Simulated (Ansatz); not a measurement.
**PBE/cc-pVDZ run of Si2H5ClO2 (SMILES O[SiH2][SiH](O)Cl)**

Aim: the electronic atomisation energy of Si2H5ClO2 at PBE/cc-pVDZ, from 5 runs. 

The calculation is run with Ansatz 0.2.0.

45 further runs of the same task are left out: 45 set aside as unsound or not needed.

## (1) The molecule

Si2H5ClO2: 10 atoms, total charge 0, spin state singlet. As SMILES, `O[SiH2][SiH](O)Cl`. Geometry: relaxed at PBE0-D4/def2-TZVP. This is one conformer, not always the lowest.

Bond lengths: O1–Si2 1.650 Å, Si2–Si3 2.348 Å, Si3–O4 1.649 Å, Si3–Cl5 2.066 Å, O1–H6 0.960 Å, Si2–H7 1.491 Å, Si2–H8 1.483 Å, Si3–H9 1.486 Å, O4–H10 0.960 Å. Some angles: O1–Si2–Si3 106.6°, Si2–Si3–O4 101.2°, Si2–Si3–Cl5 111.9°, O4–Si3–Cl5 110.1°, O1–Si2–H7 111.9°, O1–Si2–H8 108.3°, Si3–Si2–H7 109.2°, Si3–Si2–H8 112.4°, Si2–O1–H6 115.5°, Si2–Si3–H9 117.8°.

## (2) A single-point energy at PBE/cc-pVDZ

Contents of molecule.yaml:

```yaml
crystal:
  periodic: [false, false, false]
  atoms:
    - {symbol: O, position_ang: [-0.930000, 0.870600, 1.737400]}
    - {symbol: Si, position_ang: [-0.447400, 1.332200, 0.228900]}
    - {symbol: Si, position_ang: [0.341100, -0.602400, -0.843800]}
    - {symbol: O, position_ang: [0.842400, -1.502200, 0.443500]}
    - {symbol: Cl, position_ang: [-1.163400, -1.590800, -1.857000]}
    - {symbol: H, position_ang: [-0.481100, 0.102500, 2.098700]}
    - {symbol: H, position_ang: [0.646000, 2.345000, 0.279800]}
    - {symbol: H, position_ang: [-1.611200, 1.931000, -0.468100]}
    - {symbol: H, position_ang: [1.430200, -0.446300, -1.842900]}
    - {symbol: H, position_ang: [1.198600, -2.379200, 0.286500]}
basis:
  gaussian:
    orbitals: cc-pVDZ
hamiltonian:
  xc: {name: PBE}
accuracy: high
output: {orbitals: {seedname: orbitals}}
```

Started as:

```console
$ ansatz run molecule.yaml --threads 1 --pin off --max-ram 2610MiB --events-out events.jsonl --progress --plain --runs-dir runs
```

The log of the run:

```text
Warning: RAYON_NUM_THREADS=1 ignored (pool sized by the plan → 1); use --threads N
Functional definition: PBE
  name "PBE"
  parameter kappa = 0.804
  parameter beta = 0.06672455060314922
  exchange = pbe_x(kappa = kappa, mu = beta*pi^2/3)
  correlation = pbe_c(beta = beta)
2472 factors; integrals over basis functions are off by at most 5.7e-9 eV
mean field evaluation 1: about -32429.4724 eV, gradient 7.3e1 eV
mean field evaluation 2: about -32368.2247 eV, gradient 1.8e2 eV
mean field evaluation 4: about -32438.6509 eV, gradient 8.8e0 eV
mean field evaluation 8: about -32438.8297 eV, gradient 8.5e-1 eV
mean field evaluation 16: about -32438.8314 eV, gradient 3.9e-5 eV
mean field -32438.83141051 eV, -1192.1050665065 hartree, gradient 3.2e-8 eV, S^2 0.000000; 0 other end points of the search recorded, 0 dependent functions left out
reference -32438.83141430 eV, -1192.1050666460 hartree; 33, 33 occupied and 74, 74 virtual orbitals, 2472 factors
Total energy: -32438.83141430 eV, -1192.1050666460 hartree
```

Run time: 11 s. Hardware: 1 thread of Arm Neoverse V2, shared host; peak memory 0.32 GiB.

## (3) The Cl atom at the same level

Contents of run.yaml:

```yaml
basis:
  gaussian:
    orbitals: cc-pVDZ
crystal:
  periodic: [false, false, false]
  atoms:
    - {symbol: Cl, position_ang: [0.000000, 0.000000, 0.000000]}
magnetization:
  spin_polarized: true
  initial_magnetization: 1
hamiltonian:
  xc: {name: PBE}
accuracy: high
```

Run the same way, it converges to -459.94917 Eh (log not shown).

## (4) The H atom

Contents of job.yaml:

```yaml
crystal:
  periodic: [false, false, false]
  atoms:
    - {symbol: H, position_ang: [0.000000, 0.000000, 0.000000]}
basis:
  gaussian:
    orbitals: cc-pVDZ
magnetization:
  spin_polarized: true
  initial_magnetization: 1
hamiltonian:
  xc: {name: PBE}
accuracy: high
```

Started as:

```console
$ ansatz run job.yaml --threads 1 --pin off --max-ram 2610MiB --events-out events.jsonl --progress --plain --runs-dir runs
```

The log of the run (excerpt; [...] marks lines left out):

```text
Warning: RAYON_NUM_THREADS=1 ignored (pool sized by the plan → 1); use --threads N
[... 6 set-up lines as earlier in the session ...]
15 factors; integrals over basis functions are off by at most 4.6e-8 eV
mean field evaluation 1: about -13.5665 eV, gradient 4.0e-1 eV
mean field evaluation 2: about -13.5663 eV, gradient 4.0e-1 eV
mean field evaluation 4: about -13.5684 eV, gradient 5.5e-6 eV
mean field evaluation 8: about -13.5684 eV, gradient 1.6e-10 eV
mean field -13.56836056 eV, -0.4986280535 hartree, gradient 1.2e-10 eV, S^2 0.750000; 0 other end points of the search recorded, 0 dependent functions left out
reference -13.56836236 eV, -0.4986281198 hartree; 1, 0 occupied and 4, 5 virtual orbitals, 15 factors
Total energy: -13.56836236 eV, -0.4986281198 hartree
```

It took 0.13 s on 1 thread of Arm Neoverse V2, shared host.

## (5) The O atom, same level

Contents of input.yaml:

```yaml
crystal:
  periodic: [false, false, false]
  atoms:
    - {symbol: O, position_ang: [0.000000, 0.000000, 0.000000]}
basis:
  gaussian:
    orbitals: cc-pVDZ
magnetization:
  spin_polarized: true
  initial_magnetization: 2
hamiltonian:
  xc: pbe
total_charge: 0
accuracy: high
```

Run the same way, it converges to -74.98142 Eh (log not shown).

## (6) The Si atom, same level

Contents of job.yaml:

```yaml
crystal:
  periodic: [false, false, false]
  atoms:
    - symbol: Si
      position_ang: [0.000000, 0.000000, 0.000000]
basis:
  gaussian: {orbitals: cc-pVDZ}
magnetization: {spin_polarized: true, initial_magnetization: 2}
hamiltonian: {xc: pbe}
accuracy: high
```

Run the same way, it converges to -289.21910 Eh (log not shown).

## (7) Outcome

At PBE/cc-pVDZ:

| quantity | value |
| --- | --- |
| molecule: total energy | -1192.10507 Eh |
| molecule: HOMO energy | -6.44 eV |
| molecule: LUMO energy | -1.28 eV |
| molecule: HOMO–LUMO gap | 5.16 eV |
| Cl atom: total energy | -459.94917 Eh |
| Cl atom: ⟨S²⟩ | 0.752 |
| H atom: total energy | -0.49863 Eh |
| H atom: ⟨S²⟩ | 0.750 |
| O atom: total energy | -74.98142 Eh |
| O atom: ⟨S²⟩ | 2.002 |
| Si atom: total energy | -289.21910 Eh |
| Si atom: ⟨S²⟩ | 2.003 |
| electronic atomisation energy | 34.333 eV |

**Reading.** Taking the molecule apart into free atoms costs 34.33 eV (792 kcal/mol), before zero-point energy and without spin-orbit coupling.
